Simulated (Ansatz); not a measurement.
# FH5O3Si: the cost of one run

Computed with Ansatz 0.2.0, Gaussian basis. Level: r2SCAN-D4/def2-SVP.

23 further runs of the same task are left out: 1 that didn't finish, 22 set aside as unsound or not needed.

### Step 1. The starting structure

The first end: 10 atoms, charge 0, spin multiplicity 1.

Atoms are counted from 1 here; the program's logs count them from 0.

Bond lengths: Si1–F2 1.596 Å, Si1–O3 1.618 Å, Si1–O4 1.618 Å, Si1–O5 1.619 Å, O3–H8 0.959 Å, O4–H9 0.958 Å, O5–H10 0.958 Å, H6–H7 0.747 Å. Angles: F2–Si1–O3 108.3°, F2–Si1–O4 109.1°, F2–Si1–O5 109.4°, O3–Si1–O4 110.3°, O3–Si1–O5 110.3°, O4–Si1–O5 109.4°, Si1–O3–H8 117.7°, Si1–O4–H9 118.5°, Si1–O5–H10 118.5°.

Geometry (Å):

```
Si   -0.3042    0.5052    0.3739
F     1.2088    0.8049   -0.0363
O    -0.4569   -1.0856    0.6293
O    -1.2807    0.9783   -0.8265
O    -0.6692    1.3285    1.7196
H     1.3966   -2.2593   -1.8087
H     1.6992   -1.6452   -1.5086
H    -0.0879   -1.6793   -0.0266
H    -1.3310    1.9119   -1.0339
H    -0.1748    1.1405    2.5180
```

The second end:

```xyz
10

Si   -0.4562   -0.1148   -0.2636
F     2.7047    0.2421    0.5426
O    -0.6681   -1.6485    0.2314
O    -1.8078    0.4053   -1.0100
O    -0.1236    0.9728    0.9056
H     2.3241   -0.0660   -0.2455
H     0.7040   -0.2263   -1.1924
H    -1.4587   -1.8635    0.7293
H    -1.9865    1.3460   -0.9639
H     0.7679    0.9528    1.2667
```

### Step 2. The band at r2SCAN-D4/def2-SVP

The input, neb/in.yaml:

```yaml
crystal:
  periodic: [false, false, false]
  atoms:
    - {symbol: Si, position_ang: [-0.304207, 0.505220, 0.373945]}
    - {symbol: F, position_ang: [1.208836, 0.804902, -0.036278]}
    - {symbol: O, position_ang: [-0.456887, -1.085607, 0.629277]}
    - {symbol: O, position_ang: [-1.280724, 0.978253, -0.826545]}
    - {symbol: O, position_ang: [-0.669248, 1.328546, 1.719567]}
    - {symbol: H, position_ang: [1.396643, -2.259337, -1.808740]}
    - {symbol: H, position_ang: [1.699220, -1.645249, -1.508646]}
    - {symbol: H, position_ang: [-0.087867, -1.679283, -0.026582]}
    - {symbol: H, position_ang: [-1.331042, 1.911881, -1.033872]}
    - {symbol: H, position_ang: [-0.174824, 1.140473, 2.517974]}
basis:
  gaussian: {orbitals: def2-SVP}
hamiltonian: {xc: r2scan, dispersion: d4}
neb:
  images: 7
  climbing: immediate
  max_iterations: 40
  initial_path: idpp
  final_atoms:
    - {symbol: Si, position_ang: [-0.456211, -0.114812, -0.263628]}
    - {symbol: F, position_ang: [2.704680, 0.242052, 0.542551]}
    - {symbol: O, position_ang: [-0.668088, -1.648498, 0.231414]}
    - {symbol: O, position_ang: [-1.807804, 0.405288, -1.010022]}
    - {symbol: O, position_ang: [-0.123587, 0.972780, 0.905593]}
    - {symbol: H, position_ang: [2.324121, -0.066004, -0.245521]}
    - {symbol: H, position_ang: [0.704024, -0.226306, -1.192389]}
    - {symbol: H, position_ang: [-1.458693, -1.863532, 0.729339]}
    - {symbol: H, position_ang: [-1.986473, 1.346048, -0.963914]}
    - {symbol: H, position_ang: [0.767932, 0.952785, 1.266678]}
```

The run is started by

```sh
ansatz run in.yaml --threads 4 --pin off --events-out ev --progress --plain --max-ram 9574MiB
```

**Question.** How long does this run take on 4 threads of Arm Neoverse V2, shared host?

About 5.3 min.
